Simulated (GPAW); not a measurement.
Crystal: Ta3AsAu2O13.

```
Ta As Au O
1.0
     5.24237    3.02668    4.14273
    -5.24237    3.02668    4.14273
     0.00000   -6.05337    4.14273
Ta As Au O
3 1 2 13
Direct
  0.23108 0.57229 0.23108
  0.23108 0.23108 0.57229
  0.57229 0.23108 0.23108
  0.55878 0.55878 0.55878
  0.96559 0.96559 0.96559
  0.75105 0.75105 0.75105
  0.40884 0.66762 0.40884
  0.40884 0.40884 0.66762
  0.66762 0.40884 0.40884
  0.49726 0.01313 0.36024
  0.36024 0.49726 0.01313
  0.01313 0.36024 0.49726
  0.36024 0.01313 0.49726
  0.01313 0.49726 0.36024
  0.49726 0.36024 0.01313
  0.10963 0.74806 0.10963
  0.10963 0.10963 0.74806
  0.74806 0.10963 0.10963
  0.30840 0.30840 0.30840
```

The cell was built by a generator and needn't be a form met in nature.

Base run:

| Property | Result |
| --- | --- |
| Program | GPAW 26.7.0 |
| Functional | PBE |
| Potentials or basis | GPAW PAW data sets (gpaw-data 1.2.1) |
| Cutoff | 800 eV |
| Basis | pw |
| k mesh | 4 × 4 × 4 |
| Occupations | fermi-dirac, width 0.05 eV |
| Spin | no spin polarisation |

Its results: band gap on the k mesh 1.08 eV, indirect (least direct gap 1.12 eV); pressure 0.8 GPa; largest force 0.264 eV/Å.

Question: After a change of settings the same cell gave: band gap on the k mesh 0.89 eV, indirect (least direct gap 0.90 eV); pressure 0.8 GPa; largest force 0.264 eV/Å. Which change was it?
A. functional from PBE to r2SCAN; k mesh from 4 × 4 × 4 to 3 × 3 × 3
B. k mesh from 4 × 4 × 4 to 2 × 2 × 2; dispersion from none to D3(BJ)
C. k mesh from 4 × 4 × 4 to 2 × 2 × 2
D. spin from no spin polarisation to spin-orbit coupling, no magnetisation

Answer: D.

Spin-orbit coupling splits the band edges, which narrows the gap.

Caveats: with this Au data set, volumes or pressures lay over 1.5 % or 2 GPa off other programs in two to four cells of ten; spin-orbit coupling is left out, which moves the levels of the heavy elements (some runs); spin-orbit coupling was added after a scalar SCF, so levels and gaps hold it while energy, forces, pressure and moments don't (some runs); this program's spin-orbit splittings come out too wide for heavy elements (some runs).
